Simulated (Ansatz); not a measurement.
AlBClFH5NSi, SMILES B[NH][AlH][SiH](F)Cl, a geometry optimisation

Program: Ansatz 0.2.0 through its Python package.

Input file `albclfh5nsi.xyz`:
```text
11

B    -0.23880   -0.79690   -1.87830
N    -0.71030   -1.45760   -0.60850
Al    0.29560   -0.71570    0.80830
Si    0.14650    1.56450    1.40610
F     1.54090    2.35040    1.17630
Cl   -1.38770    2.44040    0.18610
H     0.85200   -0.83110   -2.28030
H    -1.06370   -0.20410   -2.56650
H    -0.42500   -2.43990   -0.66260
H     1.40680   -1.62110    1.60150
H    -0.35100    1.65410    2.83840
```

Script `run_opt.py`:
```python
import itertools

import ansatz as az
from ase.data import atomic_numbers, covalent_radii
import numpy as np

geometry = az.Crystal.molecule_from_extxyz("albclfh5nsi.xyz")

job = (
    geometry.calculation()
    .basis(gaussian="def2-SVP")
    .functional("r2scan")
)
symbols = [site.symbol for site in geometry.cartesian_sites]
start = np.array([site.position_ang for site in geometry.cartesian_sites], dtype=float)
report = job.relax(force_tolerance=0.01).run(threads=1, pin="off").report
end = np.array(report["positions_ang"])

print(f"E = {report['free_energy_ev']:.6f} eV = {report['free_energy_ev'] / 27.211386246:.7f} Ha")
print("converged:", report["converged"], " doubts:", report["published_state_doubts"] or "none")

radius = [covalent_radii[atomic_numbers[s]] for s in symbols]
span = lambda where, i, j: np.linalg.norm(where[i] - where[j])
bonded = [(i, j) for i, j in itertools.combinations(range(len(symbols)), 2) if min(span(start, i, j), span(end, i, j)) < 1.2 * (radius[i] + radius[j])]
print("pair        before    after (A)")
for i, j in bonded:
    print(f"{symbols[i]}{i}-{symbols[j]}{j}".ljust(10), f"{span(start, i, j):8.4f} {span(end, i, j):8.4f}")
for first, second in list(itertools.combinations(bonded, 2)):
    shared = set(first) & set(second)
    if shared and symbols[(j := shared.pop())] != "H":
        i, k = sorted((set(first) | set(second)) - {j})
        u, v = end[i] - end[j], end[k] - end[j]
        angle = np.degrees(np.arccos(np.clip(u @ v / np.linalg.norm(u) / np.linalg.norm(v), -1, 1)))
        print(f"final angle {symbols[i]}{i}-{symbols[j]}{j}-{symbols[k]}{k}: {angle:.2f} deg")
```

```console
$ python run_opt.py
E = -31949.071437 eV = -1174.1067195 Ha
converged: True  doubts: none
pair        before    after (A)
B0-N1        1.5071   1.4133
B0-H6        1.1630   1.2105
B0-H7        1.2270   1.2129
N1-Al2       1.8893   1.8110
N1-H8        1.0243   1.0198
Al2-Si3      2.3620   2.4538
Al2-H9       1.6382   1.5877
Si3-F4       1.6170   1.6300
Si3-Cl5      2.1469   2.0855
Si3-H10      1.5189   1.4920
final angle N1-B0-H6: 120.96 deg
final angle N1-B0-H7: 118.53 deg
final angle B0-N1-Al2: 122.55 deg
final angle B0-N1-H8: 115.88 deg
final angle H6-B0-H7: 120.50 deg
final angle Al2-N1-H8: 121.56 deg
final angle N1-Al2-Si3: 116.10 deg
final angle N1-Al2-H9: 118.56 deg
final angle Si3-Al2-H9: 125.21 deg
final angle Al2-Si3-F4: 112.50 deg
final angle Al2-Si3-Cl5: 105.18 deg
final angle Al2-Si3-H10: 118.61 deg
final angle F4-Si3-Cl5: 107.86 deg
final angle F4-Si3-H10: 106.05 deg
final angle Cl5-Si3-H10: 106.05 deg
```

Notes:
- Total energies depend on the basis set; only differences at equal settings carry meaning.
- The end point is the stationary point reached from this start; no frequency run checks that it is a minimum, and the basis set is modest.
- Run time: 5.4 min on 1 thread of Arm Neoverse V1 (shared host), peak memory 0.32 GiB.
